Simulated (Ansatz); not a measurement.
# HfO+ (sextet): the correlation ladder, def2-TZVPP

One table from this session's results is given with a row withheld; the runs are named, their logs left out.

Computed with Ansatz 0.2.0, Gaussian basis. Level: def2-TZVPP, core rule «outside noble gas», up to 5 orbitals frozen.

To be run: UHF; ROHF; CCSD(T) on UHF.

## What is computed

The geometry is a PBE0/def2-TZVP stationary point (not a proven minimum) of the parent state, kept for this charge and spin. No spin-orbit coupling is included. Elements past krypton take def2 core potentials.

2 atoms, charge 1, spin multiplicity 6.

Atoms are counted from 1 here; the program's logs count them from 0.

Bond lengths: Hf1–O2 1.914 Å.

Set-up of the first run:

Input file in.yaml:

```yaml
crystal:
  periodic: [false, false, false]
  atoms:
    - {symbol: Hf, position_ang: [0.000000, 0.000000, 0.000000]}
    - {symbol: O, position_ang: [0.000000, 0.000000, 1.914000]}
basis:
  gaussian: {orbitals: def2-TZVPP}
total_charge: 1
magnetization: {spin_polarized: true, initial_magnetization: 5}
hamiltonian: {xc: hf}
output: {orbitals: {seedname: orbitals}}
```

On the command line:

```sh
> ansatz run in.yaml --threads 1 --pin off --events-out ev --progress --plain --max-ram 4096MiB --backend cpu
```

Among the steps run: UHF; ROHF; CCSD(T) on UHF.

One table of the session follows, with a row left open; its other results are not shown here.

```
  method  from UCCSD(T) (kcal/mol)
    ROHF                         ?
     UHF                   +117.93
    UMP2                    +15.91
   UCCSD                     +2.45
UCCSD(T)                         0
```

**Question.** Estimate the row for ROHF.

As computed: from UCCSD(T) (kcal/mol): +124.67. In the column «from UCCSD(T) (kcal/mol)» it is the highest.
